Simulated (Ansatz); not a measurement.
**C2H9AlN2: a ladder of functionals and wavefunction methods**

An exercise on one series of results from a longer session: the logs are not shown, and one member is left open.

Computed with Ansatz 0.2.0, Gaussian basis. Level: functionals in def2-TZVPP, the program's frozen cores in correlated methods.

Plan: LDA (SPW92), PBE-D4, revPBE-D4, BLYP-D4, r2SCAN-D4, B97M-V, PBE0-D4, B3LYP-D4, r2SCANh-D4, r2SCAN0-D4, HSE06-D4, BHLYP-D4, CAM-B3LYP-D4, LC-ωPBE, ωB97X-V, ωB97M-V, B2PLYP, PBE-QIDH; CCSD(T)/def2-SVP; CCSD(T)/def2-TZVPP; MP2/def2-QZVPP; extrapolation to the limit; RPA on PBE.

### The relaxed structure

The geometry comes from an earlier relaxation with PBE0-D4 in a triple-zeta def2 set; it is a stationary point, not always the lowest conformer.

SMILES `C[N](C)[AlH][NH2]`, 14 atoms, charge 0, spin multiplicity 1.

Atoms are counted from 1 here; the program's logs count them from 0.

Bond lengths: C1–N2 1.440 Å, C1–H6 1.093 Å, C1–H7 1.100 Å, C1–H8 1.100 Å, N2–C3 1.441 Å, N2–Al4 1.775 Å, C3–H9 1.093 Å, C3–H10 1.100 Å, C3–H11 1.100 Å, Al4–N5 1.770 Å, Al4–H12 1.580 Å, N5–H13 1.006 Å, N5–H14 1.007 Å. Angles: N2–C1–H6 111.1°, N2–C1–H7 111.8°, N2–C1–H8 111.8°, H6–C1–H7 107.4°, H6–C1–H8 107.4°, H7–C1–H8 107.0°, C1–N2–C3 112.4°, C1–N2–Al4 124.9°, C3–N2–Al4 122.7°, N2–C3–H9 110.8°, N2–C3–H10 111.8°, N2–C3–H11 111.8°, H9–C3–H10 107.6°, H9–C3–H11 107.6°, H10–C3–H11 107.1°, N2–Al4–N5 120.5°, N2–Al4–H12 119.2°, N5–Al4–H12 120.3° and more.

The first run:

Input file in.yaml:

```yaml
crystal:
  periodic: [false, false, false]
  atoms:
    - {symbol: C, position_ang: [-0.208911, 1.032685, -1.053857]}
    - {symbol: N, position_ang: [-0.335756, -0.174069, -0.279092]}
    - {symbol: C, position_ang: [-1.335076, -1.065869, -0.811242]}
    - {symbol: Al, position_ang: [0.611379, -0.553364, 1.173399]}
    - {symbol: N, position_ang: [1.818335, 0.589518, 1.781834]}
    - {symbol: H, position_ang: [0.555714, 1.691429, -0.634566]}
    - {symbol: H, position_ang: [-1.151545, 1.599493, -1.084984]}
    - {symbol: H, position_ang: [0.074170, 0.820714, -2.095816]}
    - {symbol: H, position_ang: [-1.407107, -1.973075, -0.205413]}
    - {symbol: H, position_ang: [-1.101659, -1.371693, -1.842114]}
    - {symbol: H, position_ang: [-2.331072, -0.598557, -0.830574]}
    - {symbol: H, position_ang: [0.366016, -1.924888, 1.918688]}
    - {symbol: H, position_ang: [2.054818, 1.486658, 1.392560]}
    - {symbol: H, position_ang: [2.377795, 0.411820, 2.599877]}
basis:
  gaussian: {orbitals: def2-TZVPP}
hamiltonian: {xc: lda}
output: {orbitals: {seedname: orbitals}}
```

Steps of the session up to this table: LDA; PBE-D4 (GGA); revPBE-D4 (GGA); BLYP-D4 (GGA); r2SCAN-D4 (meta-GGA); B97M-V (meta-GGA); PBE0-D4 (hybrid); B3LYP-D4 (hybrid); r2SCANh-D4 (hybrid); r2SCAN0-D4 (hybrid); HSE06-D4 (hybrid); BHLYP-D4 (hybrid); CAM-B3LYP-D4 (range-separated); LC-ωPBE-D4 (range-separated; the results give it without D4); ωB97X-V (range-separated); ωB97M-V (range-separated); B2PLYP (double hybrid); PBE-QIDH (double hybrid).

One table of the session follows, with a row left open; its other results are not shown here.

It belongs to the step «Orbital energies across the functionals». 

| functional | HOMO (eV) | LUMO (eV) | gap (eV) |
| --- | --- | --- | --- |
| LDA (SPW92) | -4.98 | -0.65 | 4.33 |
| PBE-D4 | -4.86 | -0.45 | 4.41 |
| revPBE-D4 | -4.81 | -0.36 | 4.45 |
| BLYP-D4 | -4.75 | -0.34 | 4.40 |
| r2SCAN-D4 | -5.08 | -0.09 | 4.99 |
| B97M-V | -5.21 | -0.33 | 4.89 |
| PBE0-D4 | -6.12 | 0.30 | 6.42 |
| B3LYP-D4 | -5.91 | 0.09 | 6.00 |
| r2SCANh-D4 | -5.56 | 0.16 | 5.72 |
| r2SCAN0-D4 | -6.28 | 0.52 | 6.80 |
| HSE06-D4 | -5.72 | -0.07 | 5.65 |
| BHLYP-D4 | -7.33 | 1.02 | 8.35 |
| CAM-B3LYP-D4 | -7.49 | 1.19 | 8.67 |
| LC-ωPBE | -8.82 | 2.26 | 11.09 |
| ωB97X-V | -8.49 | 2.13 | 10.62 |
| ωB97M-V | ? | ? | ? |

Q: Estimate the row for ωB97M-V from the others.

**Answer.** HOMO (eV): -8.41; LUMO (eV): 1.82; gap (eV): 10.23. In the column «HOMO (eV)» it lies between ωB97X-V (-8.49) and CAM-B3LYP-D4 (-7.49).
